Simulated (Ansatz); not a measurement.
# AlBClH5O2: the cost of one run

All numbers below are computed with Ansatz 0.2.0 (RKS r2SCAN-D4/def2-SVP).

## (1) The structure to begin with

Bond lengths: B1–O3 1.410 Å, O3–H4 1.010 Å, B1–Cl5 1.860 Å, B1–O6 1.710 Å, O6–Al7 1.780 Å, Al7–H8 1.560 Å, Al7–H9 1.560 Å. Angles: B1–O3–H4 109.5°, O3–B1–Cl5 120.0°, O3–B1–O6 105.4°, Cl5–B1–O6 92.8°, B1–O6–Al7 125.0°, O6–Al7–H8 120.0°, O6–Al7–H9 120.0°, H8–Al7–H9 120.0°.

Coordinates:

```xyz
10

B     0.0000    0.0000    0.0000
H     0.0000    0.0000    1.5400
O     1.2211    0.0000   -0.7050
H     1.5209   -0.9519   -0.8599
Cl   -1.6108    0.0000   -0.9300
O    -0.2139    1.6086    0.5392
Al   -1.7146    2.5509    0.3706
H    -2.9671    1.9092   -0.3024
H    -1.7772    4.0185    0.8959
H    -0.1135    0.8538    1.5370
```

## (2) A restrained relaxation towards end A

Springs on the bonds that form and break draw the guess towards this end; the thresholds are loose.

Contents of input.yaml:

```yaml
crystal:
  periodic: [false, false, false]
  atoms:
    - { symbol: B, position_ang: [0.0, 0.0, 0.0] }
    - { symbol: H, position_ang: [0.0, 0.0, 1.54] }
    - { symbol: O, position_ang: [1.2211, 0.0, -0.705] }
    - { symbol: H, position_ang: [1.5209, -0.9519, -0.8599] }
    - { symbol: Cl, position_ang: [-1.6108, 0.0, -0.93] }
    - { symbol: O, position_ang: [-0.2139, 1.6086, 0.5392] }
    - { symbol: Al, position_ang: [-1.7146, 2.5509, 0.3706] }
    - { symbol: H, position_ang: [-2.9671, 1.9092, -0.3024] }
    - { symbol: H, position_ang: [-1.7772, 4.0185, 0.8959] }
    - { symbol: H, position_ang: [-0.1135, 0.8538, 1.537] }
basis:
  gaussian: { orbitals: def2-SVP }
hamiltonian:
  xc: r2scan
  dispersion: d4
relax:
  f_tol: 0.15
  max_steps: 25
  restrain:
    - { distance: [0, 5], at: 2.61, k: 30.0 }
    - { distance: [9, 1], at: 1.86, k: 30.0 }
    - { distance: [0, 1], at: 1.19, k: 30.0 }
    - { distance: [9, 5], at: 1.01, k: 30.0 }
output:
  orbitals: {}
```

Run with:

```bash
ansatz run input.yaml --threads 4 --pin off --max-ram 5120MiB --backend cpu --events-out ev --progress --plain --runs-dir out
```

Q: Estimate wall time and peak memory on 4 threads of Arm Neoverse V2, shared host.

About 40 s, with a peak of 0.18 GiB.
